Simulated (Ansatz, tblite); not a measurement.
**Ga10As9 wurtzite ring sphere (Ga₁₀As₉H₂₆−): rung by rung**

An exercise on one series of results from a longer session: the logs are not shown, and one member is left open.

Method: as each input shows; program: Ansatz 0.2.0, Gaussian basis.

Plan: GFN1-xTB, GFN2-xTB, PBE-D4/def2-TZVP, r2SCAN-D4/def2-TZVP, B3LYP-D4/def2-TZVP, PBE-D4/def2-SVP, PBE0-D4/def2-SVP, HF/6-31G, B3LYP-D4/6-31G, MP2/def2-TZVP, RPA/def2-TZVP.

1 further run of the same task is left out (set aside as unsound or not needed).

### The geometry

The geometry is that of the singlet, from an earlier relaxation (PBE-D4/def2-SVP).

45 atoms, charge -1, spin multiplicity 1.

Bond lengths: Ga1–As2 2.566 Å, Ga1–As5 2.470 Å, Ga1–H20 1.585 Å, Ga1–H21 1.586 Å, As2–Ga7 2.495 Å, As2–H22 1.530 Å, As2–H23 1.530 Å, Ga3–As4 2.516 Å, Ga3–As5 2.498 Å, Ga3–H24 1.588 Å, Ga3–H25 1.590 Å, As4–Ga9 2.516 Å, As4–H26 1.527 Å, As4–H27 1.532 Å, As5–Ga6 2.466 Å, As5–Ga14 2.440 Å, Ga6–As8 2.528 Å, Ga6–As10 2.466 Å and more. Angles: As2–Ga1–As5 99.6°, As2–Ga1–H20 103.9°, As2–Ga1–H21 103.3°, As5–Ga1–H20 112.6°, As5–Ga1–H21 111.4°, H20–Ga1–H21 122.4°, Ga1–As2–Ga7 122.8°, Ga1–As2–H22 111.7°, Ga1–As2–H23 111.8°, Ga7–As2–H22 105.2°, Ga7–As2–H23 106.0°, H22–As2–H23 95.8°, As4–Ga3–As5 99.6°, As4–Ga3–H24 108.7°, As4–Ga3–H25 104.5°, As5–Ga3–H24 110.3°, As5–Ga3–H25 110.1°, H24–Ga3–H25 121.2° and more.

The ion is computed in the gas phase, without counter-ions or solvent.

PBE0-D4/def2-TZVP was run before; its log isn't repeated, and its numbers join the tables.

The first run:

Tight binding, by tblite at 300 K electronic temperature and without a spin-polarisation term:

```python
tblite.interface.Calculator('GFN1-xTB', numbers, positions, charge=-1, uhf=0).singlepoint()
```

Tight binding, by tblite at 300 K electronic temperature and without a spin-polarisation term:

```python
tblite.interface.Calculator('GFN2-xTB', numbers, positions, charge=-1, uhf=0).singlepoint()
```

start.molden holds the orbitals of an earlier run on this state, given as this run's starting guess.

File in.yaml:

```yaml
crystal:
  periodic: [false, false, false]
  atoms:
    - {symbol: Ga, position_ang: [0.587460, -4.371615, -0.559992]}
    - {symbol: As, position_ang: [0.643666, -4.106531, 1.991387]}
    - {symbol: Ga, position_ang: [0.927692, -2.018682, -3.703138]}
    - {symbol: As, position_ang: [-1.035790, -0.599367, -4.380531]}
    - {symbol: As, position_ang: [0.625958, -1.992770, -1.224036]}
    - {symbol: Ga, position_ang: [-1.399463, -0.808222, -0.463891]}
    - {symbol: Ga, position_ang: [0.669239, -1.881003, 3.118799]}
    - {symbol: As, position_ang: [-1.227187, -0.707979, 2.055898]}
    - {symbol: Ga, position_ang: [-1.283869, 1.810932, -3.703836]}
    - {symbol: As, position_ang: [-1.411367, 1.537820, -1.224670]}
    - {symbol: Ga, position_ang: [-3.489848, 2.695242, -0.560488]}
    - {symbol: Ga, position_ang: [-1.292194, 1.521519, 3.117930]}
    - {symbol: As, position_ang: [-3.232419, 2.612054, 1.990850]}
    - {symbol: Ga, position_ang: [2.677151, -0.981636, -0.372527]}
    - {symbol: As, position_ang: [2.572487, -0.691448, 2.103571]}
    - {symbol: As, position_ang: [2.400246, 1.383337, -1.163732]}
    - {symbol: Ga, position_ang: [0.491144, 2.807587, -0.374604]}
    - {symbol: Ga, position_ang: [2.859436, 1.649568, 2.958537]}
    - {symbol: As, position_ang: [0.689985, 2.573131, 2.101647]}
    - {symbol: H, position_ang: [-0.812620, -5.058853, -0.841485]}
    - {symbol: H, position_ang: [1.965992, -5.086425, -0.884156]}
    - {symbol: H, position_ang: [-0.486180, -4.886762, 2.666569]}
    - {symbol: H, position_ang: [1.783217, -4.910479, 2.621300]}
    - {symbol: H, position_ang: [0.714132, -3.486462, -4.269183]}
    - {symbol: H, position_ang: [2.201054, -1.157657, -4.108179]}
    - {symbol: H, position_ang: [-2.306703, -1.333097, -3.959933]}
    - {symbol: H, position_ang: [-1.260952, -0.729584, -5.890737]}
    - {symbol: H, position_ang: [-2.738477, -1.581055, -0.822337]}
    - {symbol: H, position_ang: [0.635936, -1.967881, 4.698548]}
    - {symbol: H, position_ang: [-2.462463, -1.419853, 2.611168]}
    - {symbol: H, position_ang: [-2.662355, 2.358626, -4.269825]}
    - {symbol: H, position_ang: [0.097825, 2.484198, -4.109580]}
    - {symbol: H, position_ang: [-4.785518, 1.826936, -0.841479]}
    - {symbol: H, position_ang: [-3.418978, 4.246287, -0.885293]}
    - {symbol: H, position_ang: [-1.383244, 1.536523, 4.697708]}
    - {symbol: H, position_ang: [-4.472917, 2.023431, 2.665993]}
    - {symbol: H, position_ang: [-3.359035, 4.001044, 2.620499]}
    - {symbol: H, position_ang: [4.061947, -1.590528, -0.838384]}
    - {symbol: H, position_ang: [3.794981, -1.454278, 2.616984]}
    - {symbol: H, position_ang: [2.264998, 1.304168, -2.680308]}
    - {symbol: H, position_ang: [3.723387, 2.146980, -1.112681]}
    - {symbol: H, position_ang: [0.657553, 4.310756, -0.841692]}
    - {symbol: H, position_ang: [2.841806, 1.640555, 4.543944]}
    - {symbol: H, position_ang: [4.035042, 2.326684, 2.130539]}
    - {symbol: H, position_ang: [0.641348, 4.013589, 2.614122]}
basis:
  gaussian: {orbitals: def2-TZVP, fitting: {mean_field: def2-universal-jkfit}, initial_orbitals: start.molden}
total_charge: -1
hamiltonian: {xc: pbe, dispersion: d4}
scf: {omitted_lower_state_checks: [starts]}
output: {orbitals: {seedname: orbitals}}
```

Run with:

```sh
ansatz run in.yaml --threads 11 --pin off --events-out ev --progress --plain --max-ram 166912MiB --backend cuda --devices 0, --max-vram 75GiB
```

Among the steps run: PBE-D4/def2-TZVP; r2SCAN-D4/def2-TZVP; B3LYP-D4/def2-TZVP; PBE-D4/def2-SVP; PBE0-D4/def2-SVP; HF/6-31G; B3LYP-D4/6-31G; MP2/def2-TZVP; RPA/def2-TZVP.

One table of the session follows, with a row left open; its other results are not shown here.

It belongs to the step «Levels side by side». 

```
              level  HOMO (eV)  LUMO (eV)  gap (eV)
           HF/6-31G      -6.06       4.19     10.25
    PBE-D4/def2-SVP      -3.04       0.62      3.66
   PBE-D4/def2-TZVP      -3.12       0.49      3.61
r2SCAN-D4/def2-TZVP      -3.35       0.64      3.98
     B3LYP-D4/6-31G      -3.77       1.27      5.04
 B3LYP-D4/def2-TZVP      -3.85       1.04      4.90
   PBE0-D4/def2-SVP      -3.99       1.30      5.29
  PBE0-D4/def2-TZVP          ?          ?         ?
```

**Question.** Estimate the row for PBE0-D4/def2-TZVP.

As computed: HOMO (eV): -4.03; LUMO (eV): 1.19; gap (eV): 5.22. In the column «HOMO (eV)» it lies between HF/6-31G (-6.06) and PBE0-D4/def2-SVP (-3.99).
